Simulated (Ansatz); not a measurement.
This script drives Ansatz's Python interface.

The script, `opt_c2h8alfsi.py`:
```python
'''Relax the C2H8AlFSi molecule.'''

import ansatz as az
from ase import Atoms
import numpy as np

atoms = Atoms(['C', 'C', 'Si', 'Al', 'F', 'H', 'H', 'H', 'H', 'H', 'H', 'H', 'H'], positions=[
    (-1.4038, 0.1155, 0.4869),
    (0.0408, 0.4067, 0.3106),
    (0.9828, -1.1602, 0.6121),
    (0.5443, 1.082, -1.5326),
    (-0.844, 1.2628, -2.7594),
    (-1.8069, -0.5914, -0.2477),
    (-1.6438, -0.1852, 1.5113),
    (-1.9769, 1.1195, 0.2963),
    (0.3751, 1.1971, 1.0832),
    (0.7446, -1.6383, 2.0128),
    (2.4436, -0.8884, 0.5066),
    (0.6326, -2.185, -0.3255),
    (1.932, 1.4303, -1.94),
])
geometry = az.Crystal.molecule_from_ase(atoms)

model = (
    geometry.calculation()
    .basis(gaussian='cc-pVDZ')
    .functional('r2scan')
)
symbols = [site.symbol for site in geometry.cartesian_sites]
start = np.array([site.position_ang for site in geometry.cartesian_sites], dtype=float)
def progress(event):
    if event['event'] == 'relax_step':
        row = event['data']
        print(f'step {row["step"]:3d}  E = {row["lagrangian_ev"]:.6f} eV  max force {row["allowed_force_max_ev_ang"]:.4f} eV/A')


data = model.relax(force_tolerance=0.02).session().plan().execute(on_event=progress).report
end = np.array(data['positions_ang'])

for key in ('converged', 'free_energy_ev', 'reference_energy_ev', 'n_frozen', 'n_occupied', 'n_virtual'):
    print(f'{key:22s} {data[key]}')

print('bond        before    after (A)')
for i, j in [(0, 1), (0, 5), (0, 6), (0, 7), (1, 2), (1, 3), (1, 8), (2, 9), (2, 10), (2, 11), (3, 4), (3, 12)]:
    d0, d1 = (np.linalg.norm(xyz[i] - xyz[j]) for xyz in (start, end))
    print(f'{symbols[i]}{i}-{symbols[j]}{j}'.ljust(10), f'{d0:8.4f} {d1:8.4f}')
for i, j, k in [(1, 0, 5), (1, 0, 6), (1, 0, 7), (5, 0, 6), (5, 0, 7), (6, 0, 7), (0, 1, 2), (0, 1, 3)]:
    u, v = end[i] - end[j], end[k] - end[j]
    print(f'angle {symbols[i]}{i}-{symbols[j]}{j}-{symbols[k]}{k}: {np.degrees(np.arccos(np.clip(u @ v / np.linalg.norm(u) / np.linalg.norm(v), -1, 1))):.2f} deg')

charges = data['charge_distribution']
dipole = np.array(charges['dipole_moment_e_ang']) * 4.803205
print('dipole (D): {:.3f} {:.3f} {:.3f}, length {:.3f}'.format(*dipole, np.linalg.norm(dipole)))
print('atom  Mulliken   Lowdin')
for symbol, m, l in zip(symbols, charges['mulliken_charges_e'], charges['lowdin_charges_e']):
    print(f'{symbol:4s} {m:9.3f} {l:8.3f}')
with open('c2h8alfsi_opt.xyz', 'w') as handle:
    handle.write(f'{len(symbols)}\nrelaxed C2H8AlFSi\n')
    handle.writelines(f'{s:2s} {x:11.6f} {y:11.6f} {z:11.6f}\n' for s, (x, y, z) in zip(symbols, end))
```

It is started by `python opt_c2h8alfsi.py`. How long does it take on 1 thread of AMD EPYC 9R45 96-Core Processor (Zen 5) (shared host), and how much memory does it need?

It took about 76 s, with a peak of 0.28 GiB, for 1 run of the engine.

Output of `python opt_c2h8alfsi.py`:
```text
step   1  E = -19392.918372 eV  max force 3.6909 eV/A
step   2  E = -19393.493082 eV  max force 1.9263 eV/A
step   3  E = -19393.605469 eV  max force 0.2858 eV/A
step   4  E = -19393.614247 eV  max force 0.1493 eV/A
step   5  E = -19393.616650 eV  max force 0.0573 eV/A
step   6  E = -19393.617093 eV  max force 0.0276 eV/A
step   7  E = -19393.617336 eV  max force 0.0192 eV/A
step   8  E = -19393.617728 eV  max force 0.0371 eV/A
step   9  E = -19393.618251 eV  max force 0.0549 eV/A
step  10  E = -19393.618677 eV  max force 0.0461 eV/A
step  11  E = -19393.619082 eV  max force 0.0446 eV/A
step  12  E = -19393.619144 eV  max force 0.0915 eV/A
step  13  E = -19393.619106 eV  max force 0.0947 eV/A
step  14  E = -19393.619578 eV  max force 0.0276 eV/A
step  15  E = -19393.619641 eV  max force 0.0224 eV/A
step  16  E = -19393.619688 eV  max force 0.0076 eV/A
converged              True
free_energy_ev         -19393.61970277422
reference_energy_ev    -19393.61970277422
n_frozen               0
n_occupied             [28, 28]
n_virtual              [90, 90]
bond        before    after (A)
C0-C1        1.4842   1.5457
C0-H5        1.0963   1.1022
C0-H6        1.0943   1.1042
C0-H7        1.1717   1.1024
C1-Si2       1.8530   1.8972
C1-Al3       2.0266   1.9609
C1-H8        1.1547   1.1109
Si2-H9       1.4991   1.5017
Si2-H10      1.4896   1.5015
Si2-H11      1.4325   1.5021
Al3-F4       1.8615   1.6970
Al3-H12      1.4876   1.5860
angle C1-C0-H5: 111.23 deg
angle C1-C0-H6: 112.00 deg
angle C1-C0-H7: 112.11 deg
angle H5-C0-H6: 107.31 deg
angle H5-C0-H7: 106.66 deg
angle H6-C0-H7: 107.23 deg
angle C0-C1-Si2: 111.43 deg
angle C0-C1-Al3: 113.74 deg
dipole (D): 0.317 0.533 1.692, length 1.802
atom  Mulliken   Lowdin
C       -0.012    0.021
C       -0.442   -0.153
Si       0.246    0.226
Al       0.653   -0.030
F       -0.398    0.030
H        0.057    0.030
H        0.040    0.013
H        0.044    0.021
H        0.069    0.054
H       -0.047   -0.054
H       -0.051   -0.041
H       -0.049   -0.045
H       -0.112   -0.073
```

File `c2h8alfsi_opt.xyz` afterwards:
```text
13
relaxed C2H8AlFSi
C    -1.465459    0.211038    0.485053
C     0.052311    0.408450    0.268855
Si    1.017183   -1.184115    0.632421
Al    0.513882    1.093541   -1.509552
F    -0.699093    0.988508   -2.691767
H    -1.880722   -0.511740   -0.236096
H    -1.693305   -0.166921    1.497239
H    -2.028955    1.149190    0.352384
H     0.459357    1.144930    0.994150
H     0.738226   -1.675382    2.023854
H     2.493989   -0.954511    0.488263
H     0.617537   -2.266181   -0.329652
H     1.895447    1.728592   -1.960552
```

Total energies depend on the basis set; only differences at equal settings carry meaning. The end point is the stationary point reached from this start; no frequency run checks that it is a minimum, and the basis set is modest. The Löwdin charges here are taken after orthogonalising the functions within each atom; they differ from plain Löwdin charges, and their signs can be unphysical.

(Lines on the test bed's own set-up are left out of the output.)
